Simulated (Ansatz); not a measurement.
Consider an atomisation energy of CH5AsOSi, SMILES C1O[AsH][SiH2]1 (the Ansatz DFT code, driven from Python).

Script `tae.py`:
```python
"""Energy to split CH5AsOSi into its atoms."""

from collections import Counter

import ansatz as az

params = {
    "basis": "def2-TZVP",
    "xc": "PBE",
}


def energy(molecule, charge=0, unpaired=0):
    calc = molecule.calculation().basis(gaussian=params["basis"]).functional(params["xc"])
    if charge:
        calc = calc.charge(charge)
    if unpaired:
        calc = calc.spin("collinear", total=unpaired)
    return calc.run().report["free_energy_ev"]


def main() -> None:
    geometry_ang = [
        ("C", (-0.4494, 0.5467, -0.6773)),
        ("O", (0.3055, -0.2083, -1.5386)),
        ("As", (0.9464, -1.4802, -0.3743)),
        ("Si", (-0.2522, -0.209, 0.9687)),
        ("H", (-0.1092, 1.6242, -0.678)),
        ("H", (-1.5531, 0.5835, -1.0329)),
        ("H", (2.2652, -0.6035, -0.0505)),
        ("H", (-1.5134, -0.8965, 1.3879)),
        ("H", (0.4486, 0.5969, 1.9779)),
    ]
    molecule = az.Crystal.molecule()
    for symbol, xyz in geometry_ang:
        molecule = molecule.atom(symbol, xyz)

    # unpaired electrons of the ground-state atoms
    unpaired = {"C": 2, "O": 2, "As": 3, "Si": 2, "H": 1}
    counts = Counter(site.symbol for site in molecule.cartesian_sites)
    atom_energy = {s: energy(az.Crystal.molecule().atom(s, (0, 0, 0)), 0, unpaired[s]) for s in counts}
    whole = energy(molecule, 0, 0)
    for s, e in atom_energy.items():
        print(f"{s:2s} x{counts[s]}  {e:14.5f} eV")
    print(f"CH5AsOSi: {whole:.5f} eV")
    split = sum(counts[s] * e for s, e in atom_energy.items()) - whole
    print(f"atomisation energy (no zero-point term): {split:.3f} eV, {split / sum(counts.values()):.3f} eV an atom")


if __name__ == "__main__":
    main()
```

What does it cost to take this molecule apart into atoms?

29.763 eV from the electronic energies, without the zero-point term.

What the script printed:

```console
$ python tae.py
C  x1     -1028.48074 eV
O  x1     -2041.11715 eV
As x1    -60830.24417 eV
Si x1     -7870.15470 eV
H  x5       -13.59523 eV
CH5AsOSi: -71867.73612 eV
atomisation energy (no zero-point term): 29.763 eV, 3.307 eV an atom
```

Reading the output:
- The settings weren't tested for convergence.
- The geometry is a force-field or estimated start, not a minimum of this method, and the basis set is short of its limit. All parts are taken at fixed geometry, without zero-point energy.
- This functional overbinds, so such energies come out a few per cent too high (LDA far more).
- The whole script took 6.3 s on 1 thread of Arm Neoverse V2, with other jobs on the host, peak memory 0.28 GiB.

(Lines on the test bed's own set-up are left out of the output.)
